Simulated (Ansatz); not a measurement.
# Ni2O: the cost of one run

Computed with Ansatz 0.2.0 (DFT PBE, scalar-relativistic, plane waves, PAW, unless a step's input says otherwise).

1 further run of the same task is left out (it didn't finish).

### 1 Starting point

It takes space group Pnnm (No. 58, orthorhombic). Conventional cell: a = 4.344 Å, b = 4.477 Å, c = 2.924 Å, α = 90.00°, β = 90.00°, γ = 90.00°. Ni (site symmetry m) is surrounded by 3 O at 1.88 to 1.93 Å. O (site symmetry 2/m) is surrounded by 6 Ni at 1.88 to 1.93 Å.

As a file:

```
CELL_PARAMETERS angstrom
4.34438 0.00000 0.00000
0.00000 4.47666 0.00000
0.00000 0.00000 2.92410
ATOMIC_POSITIONS crystal
Ni 0.22500 0.82500 0.50000
Ni 0.72500 0.67500 0.00000
Ni 0.77500 0.17500 0.50000
Ni 0.27500 0.32500 0.00000
O 0.50000 0.50000 0.50000
O 0.00000 0.00000 0.00000
```

(A quick probe on a coarse mesh, which set the mesh and smearing, is not shown.)

### 3 Coarse relaxation

Contents of input.yaml:

```yaml
crystal:
  lattice:
    - [4.3443811108, 0.0, 0.0]
    - [0.0, 4.4766619459, 0.0]
    - [0.0, 0.0, 2.9241026707]
  atoms:
    - { symbol: Ni, position: [0.225, 0.825, 0.5], spin: 0.93 }
    - { symbol: Ni, position: [0.725, 0.675, 0.0], spin: 0.93 }
    - { symbol: Ni, position: [0.775, 0.175, 0.5], spin: 0.93 }
    - { symbol: Ni, position: [0.275, 0.325, 0.0], spin: 0.93 }
    - { symbol: O, position: [0.5, 0.5, 0.5], spin: 0.28 }
    - { symbol: O, position: [0.0, 0.0, 0.0], spin: 0.28 }
basis:
  ecutwfc: 420
kpoints:
  mp_grid: { grid: [4, 4, 6] }
hamiltonian:
  xc: pbe
scf:
  occupations: { method: gaussian, width: 0.1 }
  lower_state_search: "off"
output:
  forces: true
  stress: true
  eigenvalues: true
  populations: true
magnetization:
  spin_polarized: true
relax:
  adjacent_minimum: "off"
  f_tol: 0.04
  max_steps: 70
  cell: { stress_tol: 0.4 }
```

Command:

```sh
$ ansatz run input.yaml --threads 1 --pin off --max-ram 2560MiB --backend cpu --events-out ev --progress --plain --runs-dir out
```

**Question.** How long does this run take on 1 thread of Arm Neoverse V2, shared host, and how much memory does it need?

About 3.6 min, with a peak of 0.45 GiB.
